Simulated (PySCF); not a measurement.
**A gas-phase reaction: Cl3Ga + CH4 → CH3Cl2Ga + ClH**

Wanted: the reaction energy for `[Cl][Ga]([Cl])[Cl]` + `C` → `[CH3][Ga]([Cl])[Cl]` + `Cl`.

Computed with PySCF 2.14.0; each step states its level. No surroundings beyond the atoms listed, unless a continuum is named. Atoms count from 0, parts from 1.

### Step 1. Starting point

Each species was relaxed by itself at PBE0-D3(BJ)/def2-SVPD.

### Step 2. Reaction energy: wB97M-D3(BJ)/def2-TZVPD

Job settings and geometry (Å):

```
{"job": {"kind": "react", "xc": "wB97M-D3(BJ)", "basis": "def2-TZVPD"}, "charge": 0, "multiplicity": 1}
-1 Cl3Ga charge 0 multiplicity 1
Cl     1.528460     0.429720    -1.353820
Ga    -0.022900    -0.044030     0.022400
Cl     0.289360     0.204430     2.111740
Cl    -1.889330    -0.771700    -0.691810

-1 CH4 charge 0 multiplicity 1
C     -0.002110     0.000440     0.000410
H     -0.580020    -0.644010    -0.673440
H     -0.534450     0.948570     0.145470
H      0.122420    -0.500780     0.968220
H      0.983610     0.197970    -0.438590

+1 CH3Cl2Ga charge 0 multiplicity 1
C      0.370930     0.221810    -0.912030
Ga    -0.335430    -0.189220     0.846360
Cl    -1.425740    -1.999770     1.269780
Cl    -0.114230     1.098680     2.560350
H     -0.456520     0.282710    -1.633120
H      1.043020    -0.586840    -1.233010
H      0.918980     1.172220    -0.898140

+1 ClH charge 0 multiplicity 1
Cl     0.644670     0.002220    -0.007950
H     -0.643440    -0.000360     0.008240
```

Level: wB97M-D3(BJ)/def2-TZVPD reaction energy of separated species, gas phase.

The run is started by

```bash
OMP_NUM_THREADS=1 python cluster_run.py task.json out
```

This one command runs all jobs of the session in turn.

Standard output:

```text
species 1 (Cl3Ga)
coarse grid: 26368 points
cycle   1  E = -3305.7338598155  dE = -1.716e-01  |g| = 8.266e-01  |ddm| = 1.772e+00
cycle   2  E = -3305.7302235668  dE =  3.636e-03  |g| = 1.004e+00  |ddm| = 1.123e+00
cycle   3  E = -3305.8409326787  dE = -1.107e-01  |g| = 4.334e-02  |ddm| = 5.343e-01
cycle   4  E = -3305.8415047083  dE = -5.720e-04  |g| = 1.908e-02  |ddm| = 6.712e-02
cycle   5  E = -3305.8416017513  dE = -9.704e-05  |g| = 3.805e-03  |ddm| = 1.684e-02
cycle   6  E = -3305.8416102084  dE = -8.457e-06  |g| = 4.680e-04  |ddm| = 8.528e-03
final grid: 48528 points
cycle   7  E = -3305.8414961214  dE = -2.498e-07  |g| = 2.004e-04  |ddm| = 1.393e-03
cycle   8  E = -3305.8414961498  dE = -2.841e-08  |g| = 1.216e-04  |ddm| = 3.838e-04
cycle   9  E = -3305.8414961542  dE = -4.380e-09  |g| = 6.558e-05  |ddm| = 1.018e-04
cycle  10  E = -3305.8414961558  dE = -1.586e-09  |g| = 2.264e-05  |ddm| = 9.298e-05
cycle  11  E = -3305.8414961559  dE = -1.583e-10  |g| = 2.783e-06  |ddm| = 2.494e-05
converged SCF energy = -3305.8414961559

species 2 (CH4)
coarse grid: 15072 points
cycle   1  E = -40.5278894108  dE = -1.934e-01  |g| = 1.334e-01  |ddm| = 1.251e+00
cycle   2  E = -40.5303020986  dE = -2.413e-03  |g| = 8.952e-02  |ddm| = 1.942e-01
cycle   3  E = -40.5321671821  dE = -1.865e-03  |g| = 5.681e-03  |ddm| = 4.934e-02
cycle   4  E = -40.5321769027  dE = -9.721e-06  |g| = 3.950e-04  |ddm| = 1.278e-02
final grid: 32696 points
cycle   5  E = -40.5321639112  dE = -1.046e-07  |g| = 1.009e-04  |ddm| = 3.260e-03
cycle   6  E = -40.5321639183  dE = -7.035e-09  |g| = 3.356e-05  |ddm| = 8.363e-04
cycle   7  E = -40.5321639189  dE = -6.090e-10  |g| = 1.758e-05  |ddm| = 2.422e-04
converged SCF energy = -40.5321639189

species 3 (CH3Cl2Ga)
coarse grid: 32648 points
cycle   1  E = -2885.3778746649  dE = -2.930e-01  |g| = 7.630e-01  |ddm| = 2.174e+00
cycle   2  E = -2885.3857704204  dE = -7.896e-03  |g| = 8.955e-01  |ddm| = 1.219e+00
cycle   3  E = -2885.4660146248  dE = -8.024e-02  |g| = 4.422e-02  |ddm| = 5.642e-01
cycle   4  E = -2885.4666208981  dE = -6.063e-04  |g| = 2.102e-02  |ddm| = 8.240e-02
cycle   5  E = -2885.4667393265  dE = -1.184e-04  |g| = 4.206e-03  |ddm| = 2.576e-02
cycle   6  E = -2885.4667510933  dE = -1.177e-05  |g| = 8.267e-04  |ddm| = 1.220e-02
cycle   7  E = -2885.4667515657  dE = -4.724e-07  |g| = 4.850e-04  |ddm| = 2.050e-03
final grid: 64112 points
cycle   8  E = -2885.4666133393  dE = -1.103e-07  |g| = 3.377e-04  |ddm| = 3.944e-03
cycle   9  E = -2885.4666133528  dE = -1.353e-08  |g| = 2.891e-04  |ddm| = 6.914e-04
cycle  10  E = -2885.4666133716  dE = -1.883e-08  |g| = 3.128e-05  |ddm| = 2.121e-04
cycle  11  E = -2885.4666133721  dE = -4.734e-10  |g| = 2.179e-05  |ddm| = 7.486e-05
converged SCF energy = -2885.4666133721

species 4 (ClH)
coarse grid: 8792 points
cycle   1  E = -460.8503333859  dE = -8.165e-02  |g| = 2.169e-01  |ddm| = 7.239e-01
cycle   2  E = -460.8625128467  dE = -1.218e-02  |g| = 1.397e-01  |ddm| = 2.651e-01
cycle   3  E = -460.8670521997  dE = -4.539e-03  |g| = 1.358e-02  |ddm| = 9.818e-02
cycle   4  E = -460.8670932827  dE = -4.108e-05  |g| = 3.364e-03  |ddm| = 9.545e-03
cycle   5  E = -460.8670995311  dE = -6.248e-06  |g| = 8.515e-04  |ddm| = 3.915e-03
final grid: 17120 points
cycle   6  E = -460.8670682528  dE = -3.715e-07  |g| = 3.676e-04  |ddm| = 8.891e-04
cycle   7  E = -460.8670682990  dE = -4.627e-08  |g| = 1.618e-04  |ddm| = 3.981e-04
cycle   8  E = -460.8670683056  dE = -6.570e-09  |g| = 4.221e-05  |ddm| = 1.295e-04
cycle   9  E = -460.8670683069  dE = -1.315e-09  |g| = 3.973e-06  |ddm| = 6.531e-05
cycle  10  E = -460.8670683069  dE = -2.728e-12  |g| = 8.165e-07  |ddm| = 3.312e-06
converged SCF energy = -460.8670683069

Reaction energy = 24.842 kcal/mol
```

It took 30 s on 1 thread of Arm Neoverse V1, shared host; peak memory 0.76 GiB.

Species by species (with the dispersion term, which the log's SCF energies lack):

| ν | species | energy (Eh) | HOMO (eV) |
| --- | --- | --- | --- |
| -1 | [Cl][Ga]([Cl])[Cl] | -3305.84552 | -11.84 |
| -1 | C | -40.53455 | -13.46 |
| +1 | [CH3][Ga]([Cl])[Cl] | -2885.47287 | -11.11 |
| +1 | Cl | -460.86761 | -11.93 |

### Step 3. Reaction energy: PBE0-D3(BJ)/def2-TZVPD

The job, as its differences from that of step 2:

```diff
@@ -1,2 +1,2 @@
-{"job": {"kind": "react", "xc": "wB97M-D3(BJ)", "basis": "def2-TZVPD"}, "charge": 0, "multiplicity": 1}
+{"job": {"kind": "react", "xc": "PBE0", "basis": "def2-TZVPD", "disp": "d3bj"}, "charge": 0, "multiplicity": 1}
 -1 Cl3Ga charge 0 multiplicity 1
```

Level: PBE0-D3(BJ)/def2-TZVPD reaction energy of separated species, gas phase.

Standard output:

```text
species 1 (Cl3Ga)
coarse grid: 26368 points
cycle   1  E = -3304.8563642984  dE = -1.403e-01  |g| = 8.851e-01  |ddm| = 1.847e+00
cycle   2  E = -3304.7223280758  dE =  1.340e-01  |g| = 1.352e+00  |ddm| = 1.446e+00
cycle   3  E = -3304.9612317115  dE = -2.389e-01  |g| = 6.003e-02  |ddm| = 8.936e-01
cycle   4  E = -3304.9616681832  dE = -4.365e-04  |g| = 3.290e-02  |ddm| = 5.438e-02
cycle   5  E = -3304.9619754631  dE = -3.073e-04  |g| = 3.823e-03  |ddm| = 2.990e-02
cycle   6  E = -3304.9619793244  dE = -3.861e-06  |g| = 1.461e-03  |ddm| = 4.751e-03
final grid: 48528 points
cycle   7  E = -3304.9619340295  dE = -1.365e-07  |g| = 1.257e-03  |ddm| = 2.378e-03
cycle   8  E = -3304.9619340777  dE = -4.818e-08  |g| = 1.095e-03  |ddm| = 1.935e-03
cycle   9  E = -3304.9619342710  dE = -1.933e-07  |g| = 1.234e-04  |ddm| = 9.613e-04
cycle  10  E = -3304.9619342750  dE = -3.959e-09  |g| = 2.020e-05  |ddm| = 9.387e-05
cycle  11  E = -3304.9619342750  dE = -2.956e-11  |g| = 1.599e-06  |ddm| = 9.518e-06
converged SCF energy = -3304.9619342750

species 2 (CH4)
coarse grid: 3568 points
cycle   1  E = -40.4581836558  dE = -2.007e-01  |g| = 2.716e-01  |ddm| = 1.413e+00
cycle   2  E = -40.4545379011  dE =  3.646e-03  |g| = 2.994e-01  |ddm| = 3.085e-01
cycle   3  E = -40.4773602086  dE = -2.282e-02  |g| = 2.108e-03  |ddm| = 1.508e-01
cycle   4  E = -40.4773610298  dE = -8.212e-07  |g| = 2.129e-04  |ddm| = 2.695e-03
final grid: 32696 points
cycle   5  E = -40.4741149453  dE = -1.448e-05  |g| = 4.540e-03  |ddm| = 7.077e-02
cycle   6  E = -40.4741138929  dE =  1.052e-06  |g| = 4.968e-03  |ddm| = 6.806e-03
cycle   7  E = -40.4741198911  dE = -5.998e-06  |g| = 3.298e-05  |ddm| = 2.511e-03
cycle   8  E = -40.4741198914  dE = -3.448e-10  |g| = 8.167e-06  |ddm| = 1.218e-04
converged SCF energy = -40.4741198914

species 3 (CH3Cl2Ga)
coarse grid: 32648 points
cycle   1  E = -2884.6290042316  dE = -3.078e-01  |g| = 8.643e-01  |ddm| = 2.334e+00
cycle   2  E = -2884.5379053854  dE =  9.110e-02  |g| = 1.245e+00  |ddm| = 1.569e+00
cycle   3  E = -2884.7292478001  dE = -1.913e-01  |g| = 5.485e-02  |ddm| = 9.017e-01
cycle   4  E = -2884.7297506593  dE = -5.029e-04  |g| = 3.031e-02  |ddm| = 6.146e-02
cycle   5  E = -2884.7299793379  dE = -2.287e-04  |g| = 6.281e-03  |ddm| = 2.532e-02
cycle   6  E = -2884.7299895560  dE = -1.022e-05  |g| = 2.062e-03  |ddm| = 8.090e-03
cycle   7  E = -2884.7299903881  dE = -8.321e-07  |g| = 1.253e-04  |ddm| = 1.824e-03
final grid: 64112 points
cycle   8  E = -2884.7299323178  dE = -4.319e-08  |g| = 1.481e-04  |ddm| = 4.855e-03
cycle   9  E = -2884.7299323182  dE = -3.970e-10  |g| = 1.485e-04  |ddm| = 3.594e-04
cycle  10  E = -2884.7299323214  dE = -3.195e-09  |g| = 1.024e-05  |ddm| = 1.216e-04
cycle  11  E = -2884.7299323215  dE = -1.273e-11  |g| = 4.248e-06  |ddm| = 1.396e-05
converged SCF energy = -2884.7299323215

species 4 (ClH)
coarse grid: 2248 points
cycle   1  E = -460.6537841210  dE = -4.644e-02  |g| = 1.882e-01  |ddm| = 7.411e-01
cycle   2  E = -460.6558529132  dE = -2.069e-03  |g| = 1.902e-01  |ddm| = 3.151e-01
cycle   3  E = -460.6653815088  dE = -9.529e-03  |g| = 1.506e-02  |ddm| = 1.513e-01
cycle   4  E = -460.6654035658  dE = -2.206e-05  |g| = 2.693e-03  |ddm| = 7.323e-03
cycle   5  E = -460.6654051137  dE = -1.548e-06  |g| = 1.111e-03  |ddm| = 2.553e-03
final grid: 17120 points
cycle   6  E = -460.6658903628  dE = -4.429e-06  |g| = 2.164e-03  |ddm| = 7.337e-03
cycle   7  E = -460.6658903923  dE = -2.950e-08  |g| = 1.795e-03  |ddm| = 2.512e-03
cycle   8  E = -460.6658910100  dE = -6.177e-07  |g| = 1.533e-04  |ddm| = 1.363e-03
cycle   9  E = -460.6658910169  dE = -6.902e-09  |g| = 2.147e-05  |ddm| = 1.086e-04
cycle  10  E = -460.6658910171  dE = -1.014e-10  |g| = 4.934e-06  |ddm| = 1.681e-05
converged SCF energy = -460.6658910171

Reaction energy = 25.103 kcal/mol
```

It took 17 s on 1 thread of Arm Neoverse V1, shared host; peak memory 0.66 GiB.

Reaction energy at this level: 25.10 kcal/mol.

### Step 4. Side by side

Energies in kcal/mol, with wall time:

| run | reaction | time |
| --- | --- | --- |
| wB97M-D3(BJ)/def2-TZVPD | 24.84 | 30 s |
| PBE0-D3(BJ)/def2-TZVPD | 25.10 | 17 s |

### Step 5. Summary of results

```
                                                quantity                    value
               reaction energy (wB97M-D3(BJ)/def2-TZVPD)           24.84 kcal/mol
                     ΔH, ΔG at 298 K (xTB thermal terms)    +21.2, +19.0 kcal/mol
range of the reaction energy over the runs of this table  24.84 to 25.10 kcal/mol
```

The reaction is endothermic by 21.2 kcal/mol in the gas phase; dispersion gives -0.24, and xTB itself gave 46.09 for the electronic energy (xTB energies and thermal terms come from the earlier relaxation of each species, not shown). No barrier was sought. xTB and this level differ widely in the electronic energy, so what comes from xTB (the thermal terms above all) is less safe here. The reaction energy runs from 24.84 (wB97M-D3(BJ)/def2-TZVPD) to 25.10 kcal/mol (PBE0-D3(BJ)/def2-TZVPD).
